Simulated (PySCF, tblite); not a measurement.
**C₄H₇FNSi radical: geometry, infrared bands and EPR parameters**

Aim: predict the infrared bands and EPR parameters of C₄H₇FNSi radical (`N[Si@@H]1C=C[C](F)C1`).

Programs: tblite 0.8.0 and PySCF 2.14.0, with density-fitted response routines of our own. Each step states its level of theory. These are calculated values for one molecule in the gas phase, unless marked as measured. Atoms count from 0, in the outputs and in this text.

### Step 1. Starting geometry

14 atoms, charge 0, multiplicity 2; geometry from: force field or distance geometry start.

Bonds of the start (Å): N0–Si1 1.71, Si1–C2 1.85, C2–C3 1.34, C3–C4 1.45, C4–F5 1.34, C4–C6 1.51, C6–Si1 1.91, N0–H7 1.02, N0–H8 1.01, Si1–H9 1.46, C2–H10 1.08, C3–H11 1.08, C6–H12 1.10, C6–H13 1.09.

### Step 2. Optimising the geometry with GFN2-xTB

What the job is given:

```
{"job": {"kind": "relax", "xc": "GFN2-xTB", "basis": "xTB"}, "charge": 0, "multiplicity": 2}
N      2.272600    -0.225500    -0.022800
Si     0.771200     0.018500    -0.806900
C     -0.126400     1.367400     0.088300
C     -1.262400     0.924300     0.651000
C     -1.538400    -0.493000     0.487300
F     -2.652500    -1.033800     1.007500
C     -0.548000    -1.282200    -0.338200
H      2.132100    -0.238400     0.990500
H      2.880800     0.565900    -0.202000
H      0.945900     0.262600    -2.237800
H      0.220700     2.386800     0.101900
H     -1.950500     1.534700     1.224900
H     -0.125200    -2.096500     0.268400
H     -1.020500    -1.691100    -1.234200
```

The run is started by

```sh
$ OMP_NUM_THREADS=1 python probes_run.py task.json out
```

This one command runs all jobs of the session in turn.

The log of the run:

```text
step      E/eV     max force
  0    -583.34329    2.999
  1    -583.49156    0.812
  2    -583.52125    0.529
  3    -583.56245    0.497
  4    -583.58481    0.547
  5    -583.62314    0.343
  6    -583.64020    0.324
  7    -583.65450    0.281
  8    -583.66581    0.325
  9    -583.67582    0.253
 10    -583.68350    0.253
 11    -583.69105    0.249
 12    -583.70041    0.246
 13    -583.71149    0.294
 14    -583.72086    0.296
 15    -583.72617    0.160
 16    -583.72909    0.155
 17    -583.73183    0.158
 18    -583.73477    0.179
 19    -583.73750    0.163
 20    -583.74013    0.165
 21    -583.74322    0.196
 22    -583.74700    0.201
 23    -583.75055    0.173
 24    -583.75270    0.098
 25    -583.75390    0.104
 26    -583.75517    0.100
 27    -583.75667    0.123
 28    -583.75783    0.099
 29    -583.75845    0.054
 30    -583.75883    0.056
 31    -583.75919    0.072
 32    -583.75951    0.063
 33    -583.75969    0.034
 34    -583.75978    0.029
 35    -583.75987    0.025
 36    -583.75998    0.033
 37    -583.76008    0.028
 38    -583.76018    0.025
 39    -583.76031    0.028
 40    -583.76050    0.037
 41    -583.76072    0.042
 42    -583.76087    0.027
 43    -583.76097    0.024
 44    -583.76106    0.024
 45    -583.76119    0.037
 46    -583.76135    0.039
 47    -583.76149    0.029
 48    -583.76158    0.027
 49    -583.76167    0.027
 50    -583.76180    0.038
 51    -583.76197    0.040
 52    -583.76214    0.029
 53    -583.76227    0.028
 54    -583.76237    0.028
 55    -583.76247    0.031
 56    -583.76255    0.022
 57    -583.76261    0.021
 58    -583.76266    0.017
 59    -583.76272    0.023
 60    -583.76280    0.029
 61    -583.76288    0.022
 62    -583.76295    0.023
 63    -583.76300    0.022
 64    -583.76306    0.025
 65    -583.76317    0.036
 66    -583.76329    0.035
 67    -583.76338    0.021
 68    -583.76343    0.016
 69    -583.76346    0.013
 70    -583.76350    0.019
 71    -583.76354    0.017
 72    -583.76357    0.014
 73    -583.76359    0.014
 74    -583.76361    0.013
 75    -583.76363    0.012
 76    -583.76365    0.008
```

Run time: 0.35 s. Hardware: 1 thread of Arm Neoverse V2, shared host.

Step by step: (not every step is listed)

```tsv
step	energy from step 0 (eV)	largest force (eV/Å)
0	0.0000	2.9994
1	-0.1483	0.8119
2	-0.1780	0.5286
3	-0.2192	0.4972
4	-0.2415	0.5470
5	-0.2799	0.3426
6	-0.2969	0.3243
7	-0.3112	0.2807
8	-0.3225	0.3249
14	-0.3776	0.2964
20	-0.3968	0.1647
26	-0.4119	0.1005
32	-0.4162	0.0634
38	-0.4169	0.0251
44	-0.4178	0.0241
50	-0.4185	0.0378
56	-0.4193	0.0223
62	-0.4197	0.0235
68	-0.4201	0.0159
71	-0.4203	0.0171
72	-0.4203	0.0142
73	-0.4203	0.0142
74	-0.4203	0.0132
75	-0.4203	0.0122
76	-0.4204	0.0085
```

Distances of close pairs at the start and the end, largest changes first:

```tsv
bond	before (Å)	after (Å)	change (Å)
C3–C4	1.453	1.370	-0.084
C2–C3	1.343	1.388	+0.045
C4–C6	1.512	1.476	-0.035
Si1–C2	1.851	1.870	+0.019
N0–Si1	1.711	1.727	+0.015
N0–H7	1.023	1.008	-0.015
C6–H12	1.100	1.091	-0.009
C4–F5	1.343	1.351	+0.008
```

The next job starts from the end point, and lists it.

### Step 3. Infrared spectrum with GFN2-xTB

What the job is given:

```
{"job": {"kind": "ir", "xc": "GFN2-xTB", "basis": "xTB"}, "charge": 0, "multiplicity": 2}
N      2.326034    -0.292832    -0.100852
Si     0.780832     0.166195    -0.719936
C     -0.260403     1.490627     0.091174
C     -1.419581     0.935284     0.615371
C     -1.550646    -0.417995     0.450158
F     -2.633116    -1.081210     0.912434
C     -0.492451    -1.181416    -0.240447
H      2.403950    -0.593313     0.858407
H      3.127206     0.263410    -0.348907
H      0.979828     0.313523    -2.162458
H     -0.082043     2.549151     0.175413
H     -2.178026     1.510140     1.125334
H     -0.090267    -1.952054     0.419043
H     -0.911997    -1.709982    -1.096900
```

The log of the run:

```text
mode    cm-1     km/mol
  1      64.7      1.34
  2     158.1      3.26
  3     198.8      0.92
  4     211.6     15.05
  5     296.1      8.42
  6     359.8     10.65
  7     389.4      9.59
  8     417.4     18.96
  9     522.0    197.26
 10     565.4     69.23
 11     591.0      1.47
 12     637.6     27.55
 13     657.8     74.96
 14     708.3     64.67
 15     732.8     15.22
 16     774.0     70.70
 17     820.7     87.37
 18     882.8      8.74
 19     887.2     99.19
 20     912.1    203.57
 21    1060.9      2.62
 22    1081.1     23.47
 23    1146.7     14.19
 24    1231.8     68.27
 25    1267.4    159.02
 26    1365.9      2.78
 27    1440.6     48.78
 28    1504.7     67.88
 29    1516.6     55.25
 30    2250.1    334.17
 31    2956.6     25.84
 32    2988.8     21.57
 33    3083.3     31.67
 34    3104.4     37.30
 35    3466.6      6.71
 36    3509.7      0.06
```

Wall time 0.33 s (1 thread of Arm Neoverse V2, shared host).

Which atoms move in the most intense modes:

```tsv
cm⁻¹	km/mol	atoms
522	197.3	H7 38 %, H8 37 %, N0 23 %
658	75.0	H9 61 %
774	70.7	C2 38 %, Si1 22 %
821	87.4	H7 34 %, H8 28 %, N0 12 %, Si1 11 %
887	99.2	C6 33 %, C3 28 %, F5 10 %
912	203.6	Si1 42 %, N0 37 %
1267	159.0	C4 36 %, H11 20 %, C6 17 %, C2 16 %
2250	334.2	H9 97 %
```

### Step 4. g tensor and hyperfine couplings: B3LYP/pcH-1

Settings changed since step 3:

```diff
@@ -1,2 +1,2 @@
-{"job": {"kind": "ir", "xc": "GFN2-xTB", "basis": "xTB"}, "charge": 0, "multiplicity": 2}
+{"job": {"kind": "epr", "basis": "pcH-1"}, "charge": 0, "multiplicity": 2}
 N      2.326034    -0.292832    -0.100852
```

Level: UKS B3LYP, pcH-1 on C F H N Si, non-relativistic, mean-field spin-orbit, GIAO.

The log of the run:

```text
UKS, coarse grid
  cycle   1  E = -600.62558895  |g| = 5.30e-01
  cycle   2  E = -600.50600218  |g| = 7.57e-01
  cycle   3  E = -600.73507561  |g| = 9.91e-02
  cycle   4  E = -600.73948154  |g| = 4.86e-02
  cycle   5  E = -600.74076721  |g| = 1.39e-02
  cycle   6  E = -600.74087917  |g| = 7.66e-03
  cycle   7  E = -600.74092851  |g| = 2.31e-03
  cycle   8  E = -600.74093609  |g| = 1.27e-03
  cycle   9  E = -600.74093671  |g| = 3.79e-04
UKS, final grid
  cycle   1  E = -600.74096070  |g| = 5.85e-04
  cycle   2  E = -600.74096054  |g| = 9.41e-04
  cycle   3  E = -600.74096081  |g| = 3.86e-05
  cycle   4  E = -600.74096081  |g| = 1.82e-05
E = -600.74096081 Eh   <S^2> = 0.7706 (exact 0.7500)
g shifts (ppm)      1          2          3
  rmc          -172       -172       -172
  gc              3         40         29
  oz_so         -65       1144       1945
  total        -234       1011       1802
hyperfine (MHz)  atom isotope    a_iso     a_fc   dipolar eigenvalues
    0   14N       5.04       5.04     -0.76     -0.76      1.52
    1  29Si      26.88      26.91     -2.39     -0.72      3.11
    2   13C      50.50      50.59    -48.41    -46.95     95.36
    3   13C     -42.67     -42.68    -22.23      9.45     12.78
    4   13C      59.56      59.51    -51.10    -50.67    101.77
    5   19F      92.46      92.16   -161.94   -137.12    299.06
    6   13C     -17.78     -17.79     -0.93     -0.11      1.04
    7    1H      -0.99      -0.99     -1.94     -1.01      2.95
    8    1H      -0.47      -0.47     -1.79     -1.06      2.85
    9    1H      21.62      21.62     -2.08     -1.51      3.59
   10    1H     -39.22     -39.22    -24.07     -0.00     24.08
   11    1H       8.88       8.88     -4.76     -0.00      4.76
   12    1H      45.93      45.93     -3.49     -2.14      5.63
   13    1H      45.68      45.68     -3.59     -2.09      5.68
```

Run time: 55 s. Hardware: 1 thread of Arm Neoverse V2, shared host; peak memory 1 GiB.

Principal g values 2.00209, 2.00333, 2.00412; g(iso) = 2.00318, against 2.00232 for a free electron.

Mean a(iso) over the nuclei that a row names, and the largest dipolar term of the row (other rows stand at the frozen geometry):

```tsv
nuclei	isotope	a(iso) (MHz)	a(iso) (G, at g = 2.0023)	largest dipolar term (MHz)
F5	19F	92.5	33.0	299.1
C4	13C	59.6	21.3	101.8
C2	13C	50.5	18.0	95.4
H12	1H	45.9	16.4	5.6
H13	1H	45.7	16.3	5.7
C3	13C	-42.7	-15.2	-22.2
H10	1H	-39.2	-14.0	24.1
Si1	29Si	26.9	9.6	3.1
H9	1H	21.6	7.7	3.6
C6	13C	-17.8	-6.3	1.0
H11	1H	8.9	3.2	4.8
N0	14N	5.0	1.8	1.5
H7, H8	1H	-0.7	-0.3	2.9
```

Mulliken spin populations:

N0 0.01; Si1 0.00; C2 0.65; C3 -0.22; C4 0.53; F5 0.04; C6 -0.05; H7 0.00; H8 0.00; H9 0.01; H10 -0.03; H11 0.01; H12 0.02; H13 0.02

In first order the couplings over 0.8 MHz of 19F, 1H, 14N give 192 distinct lines over 94.1 G, if the averaged nuclei exchange fast; the same motion can average rows kept apart here too.

Orbitals, density, ELF and potential are computed afterwards from the orbital file.

ELF in a plane through or near 7 of the atoms.

Ten even steps from '0' (0.00) to '9' (0.99):
```
0000000000000000000000000000
0000000000000000000000000000
0000000000000000000000000000
0000000000000000000000000000
0000000000001221000000000000
0000000000005886200231000000
0000002430016998401675100000
0000026885015743643788520000
0000137898427866923788520000
0000468838712643422324210000
0002899968611310598300000000
0002999856537876552762000000
0000366311147613848999400000
0000000000015876427999400000
0000000000017999401786000000
0000000000018999600000000000
0000000000005898300000000000
0000000000000000000000000000
0000000000000000000000000000
0000000000000000000000000000
```
The map spans 11.4 Å across and 10.3 Å up, centred on the molecule. Atoms in the plane (x, y in Å): C2 (0.3, -1.5), C3 (1.6, -0.9), C4 (1.6, 0.5), F5 (2.7, 1.1), H8 (-3.1, -0.4), H10 (0.2, -2.5), H11 (2.4, -1.5).

log10 of the density (e/Å³) in the same plane.

Ten even steps from ' ' (-4.0) to '@' (1.6):
```
                                                        
                                                        
                                                        
                      ..::::::::::....                  
                  ....::--======----::::::..            
            ..::::::----++++**++++==========--::        
        ..::----==----==++**##****++++****++==--::      
      ..::--==++++++++++**########****%%%%##++==--      
      ::--==++**##********##############%%##++==--      
    ..--==++**##%%####**********##%%##****++==--::      
    ..--==++##########**********######**++==--::..      
    ..::==++****************######@@%%**++==--::..      
      ..----========++++**##############**++--::..      
        ....::::----====**######********++==--::..      
              ....::--==++**##**++++======--::..        
                  ..::--==++**++==------::::..          
                    ..::--======--::....                
                      ....::::::....                    
                                                        
                                                        
```
The map spans 11.4 Å across and 10.3 Å up, centred on the molecule. Atoms in the plane (x, y in Å): C2 (0.3, -1.5), C3 (1.6, -0.9), C4 (1.6, 0.5), F5 (2.7, 1.1), H8 (-3.1, -0.4), H10 (0.2, -2.5), H11 (2.4, -1.5).

On the surface of density 0.002 e/bohr³ the electrostatic potential runs, from the 1st to the 99th percentile, from -1.14 V near N0 to 1.68 V near H8.

The spin density lies nearest to C2, C4 about 35 % each; C3 9 % (beta excess).

### Step 5. Outcome

| quantity | value |
| --- | --- |
| strongest single infrared mode (GFN2-xTB) | 2250 cm⁻¹, 334 km/mol |
| zero-point energy (GFN2-xTB) | 62.6 kcal/mol |
| g(iso) (B3LYP) | 2.00318 |
| ⟨S²⟩ | 0.771 (exact 0.75) |
| largest a(iso) (averaged by class) | 19F on F5, 92.5 MHz |
| potential on the surface of density 0.002 e/bohr³, 1st and 99th percentile | -1.14 V and 1.68 V |

Over 76 steps the energy fell by 0.420 eV; of the close pairs, C3–C4 changed most, 1.453 to 1.370 Å. No mode is imaginary among the 36: a minimum at this level. The strongest single mode, at 2250 cm⁻¹, moves mainly H9. Unscaled tight-binding wavenumbers are off by several per cent, some by more. Its intensities can rank the bands wrongly. The largest spin populations lie on C2 (0.65 e), C4 (0.53 e). The isotropic g lies 0.9 ppt above the free-electron value. These values are for one conformer; the search (at its own cheap level) found 2 more, at 0.37, 0.64 kcal/mol, and measured spectra average over such forms.
